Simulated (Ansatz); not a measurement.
# SnBi3: the cost of one run

Program: Ansatz 0.2.0. Level of theory: DFT PBEsol, scalar-relativistic, plane waves, PAW. These are calculated values, not measurements.

2 further runs of the same task are left out: 2 set aside as unsound or not needed.

**1. The system as given**

The structure is cubic, space group Fm-3m (No. 225). The conventional cell has a = 7.759 Å, b = 7.759 Å, c = 7.759 Å, α = 90.00°, β = 90.00°, γ = 90.00°. Sn (site symmetry m-3m) has 8 Bi at 3.36 Å as nearest neighbours. Bi (site symmetry -43m) is surrounded by 4 Sn at 3.36 Å and 4 Bi at 3.36 Å. Bi (site symmetry m-3m) has 8 Bi at 3.36 Å as nearest neighbours.

Coordinates:

```xyz
8
Lattice="0.0000 -3.8794 -3.8794 0.0000 3.8794 -3.8794 7.7589 0.0000 0.0000" Properties=species:S:1:pos:R:3 pbc="T T T"
Sn    3.8794    0.0000   -3.8794
Sn    0.0000    0.0000    0.0000
Bi    5.8192    1.9397   -1.9397
Bi    1.9397   -1.9397   -1.9397
Bi    1.9397    1.9397   -1.9397
Bi    5.8192   -1.9397   -1.9397
Bi    0.0000    0.0000   -3.8794
Bi    3.8794    0.0000    0.0000
```

It goes back to an entry of the Materials Project, which need not be the stable form.

It is built from the cell relaxed beforehand with the same method (29.19 Å³/atom).

**2. The undisturbed cell**

Contents of input.yaml:

```yaml
crystal:
  lattice:
    - [0.0, -3.8794476738, -3.8794476738]
    - [0.0, 3.8794476738, -3.8794476738]
    - [7.7588953475, 0.0, 0.0]
  atoms:
    - { symbol: Sn, position: [0.5, 0.5, 0.5] }
    - { symbol: Sn, position: [0.0, 0.0, 0.0] }
    - { symbol: Bi, position: [0.0, 0.5, 0.75] }
    - { symbol: Bi, position: [0.5, 0.0, 0.25] }
    - { symbol: Bi, position: [0.0, 0.5, 0.25] }
    - { symbol: Bi, position: [0.5, 0.0, 0.75] }
    - { symbol: Bi, position: [0.5, 0.5, 0.0] }
    - { symbol: Bi, position: [0.0, 0.0, 0.5] }
basis:
  ecutwfc: 420
kpoints:
  mp_grid: { grid: [6, 6, 6] }
hamiltonian:
  xc: pbesol
scf:
  occupations: { method: gaussian, width: 0.15 }
output:
  forces: true
  stress: true
  eigenvalues: true
```

Launch:

```sh
> ansatz run input.yaml --threads 2 --pin off --max-ram 5120MiB --backend cpu --events-out ev --progress --plain --runs-dir out
```

Q: Estimate wall time and peak memory on 2 threads of Intel Xeon 6975P-C (Granite Rapids), shared host.

About 7.9 s, with a peak of 0.82 GiB.
